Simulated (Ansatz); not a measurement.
# OTi: the cost of one run

Program: Ansatz 0.2.0. Level of theory: unrestricted Hartree-Fock, scalar-relativistic (X2C), Gaussian basis aug-cc-pwCVTZ-DK-on-Ti, aug-cc-pVTZ-DK, and further levels as typed in the inputs. These are calculated values, not measurements.

### 1 The system as given

Bond lengths: Ti1–O2 1.620 Å.

Structure file:

```xyz
2

Ti    0.0000    0.0000    0.0000
O     0.0000    0.0000    1.6200
```

### 2 Single point: OTi

The input, input.yaml:

```yaml
crystal:
  periodic: [false, false, false]
  atoms:
    - { symbol: Ti, position_ang: [0.0, 0.0, 0.0] }
    - { symbol: O, position_ang: [0.0, 0.0, 1.62] }
magnetization:
  spin_polarized: true
  initial_magnetization: 2
basis:
  gaussian:
    orbitals: aug-cc-pwCVTZ-DK-on-Ti_aug-cc-pVTZ-DK.json
    occupation: { up: { A1: 9, A2: 1, B1: 3, B2: 3 }, down: { A1: 8, B1: 3, B2: 3 } }
hamiltonian:
  xc: hf
  pseudopotentials: { relativity: scalar }
output:
  orbitals: {}
```

Launch:

```console
ansatz run input.yaml --threads 1 --pin off --max-ram 5120MiB --backend cpu --events-out ev --progress --plain --runs-dir out
```

**Question.** How long does this run take on 1 thread of Intel Xeon at 2.30GHz, shared host, and how much memory does it need?

About 7.6 s, with a peak of 0.47 GiB.
